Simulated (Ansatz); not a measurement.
# CHOSbSe: small, medium and large basis sets

An exercise on one series of results from a longer session: the logs are not shown, and one member is left open.

The runs use Ansatz 0.2.0, Gaussian basis; one geometry, several basis sets.

The runs, in order: PBE0-D4/def2-SVP; ωB97M-V/def2-SVP; PBE0-D4/def2-QZVPP; ωB97M-V/def2-QZVPP; the functionals' def2-TZVPP values are taken from earlier runs.

### Structure used throughout

All runs share one geometry, relaxed beforehand with PBE0-D4 in a triple-zeta def2 set. Sb takes the def2 core potential; no spin-orbit term is included.

SMILES `O=[C]1[Se][SbH]1`, 5 atoms, charge 0, spin multiplicity 1.

Atoms are counted from 1 here; the program's logs count them from 0.

Bond lengths: O1–C2 1.176 Å, C2–Se3 1.912 Å, C2–Sb4 2.203 Å, Se3–Sb4 2.616 Å, Sb4–H5 1.717 Å. Angles: O1–C2–Se3 137.2°, O1–C2–Sb4 144.2°, Se3–C2–Sb4 78.6°, C2–Se3–Sb4 55.6°, C2–Sb4–Se3 45.7°, C2–Sb4–H5 91.7°, Se3–Sb4–H5 94.4°.

Geometry (Å):

```xyz
5
charge 0, multiplicity 1
O     0.9222   -1.6169    0.7130
C     0.1730   -0.7618    0.4136
Se   -1.5945   -0.6326   -0.3030
Sb   -0.1058    1.4220    0.3355
H     0.6550    1.5156   -1.2006
```

Set-up of the first run:

The input, in.yaml:

```yaml
crystal:
  periodic: [false, false, false]
  atoms:
    - {symbol: O, position_ang: [0.922222, -1.616947, 0.713034]}
    - {symbol: C, position_ang: [0.172955, -0.761785, 0.413597]}
    - {symbol: Se, position_ang: [-1.594513, -0.632603, -0.303000]}
    - {symbol: Sb, position_ang: [-0.105802, 1.422027, 0.335546]}
    - {symbol: H, position_ang: [0.655038, 1.515607, -1.200577]}
basis:
  gaussian: {orbitals: def2-SVP}
hamiltonian: {xc: pbe0, dispersion: d4}
output: {orbitals: {seedname: orbitals}}
```

Command:

```bash
ansatz run in.yaml --threads 2 --pin off --events-out ev --progress --plain --max-ram 4352MiB
```

Steps of the session up to this table: PBE0-D4 in def2-SVP; ωB97M-V in def2-SVP; PBE0-D4 in def2-QZVPP; ωB97M-V in def2-QZVPP.

One of the session's tables, all rows but one given; the rest of the session is left out.

It belongs to the step «Functionals by basis». 

| functional | basis | HOMO (eV) | LUMO (eV) |
| --- | --- | --- | --- |
| PBE0-D4 | def2-SVP | ? | ? |
| PBE0-D4 | def2-TZVPP | -6.66 | -2.47 |
| PBE0-D4 | def2-QZVPP | -6.68 | -2.49 |
| ωB97M-V | def2-SVP | -8.50 | -0.51 |
| ωB97M-V | def2-TZVPP | -8.56 | -0.73 |
| ωB97M-V | def2-QZVPP | -8.58 | -0.79 |

Estimate the missing values for PBE0-D4, def2-SVP.

As computed: HOMO (eV): -6.62; LUMO (eV): -2.35. In the column «HOMO (eV)» it is the highest.
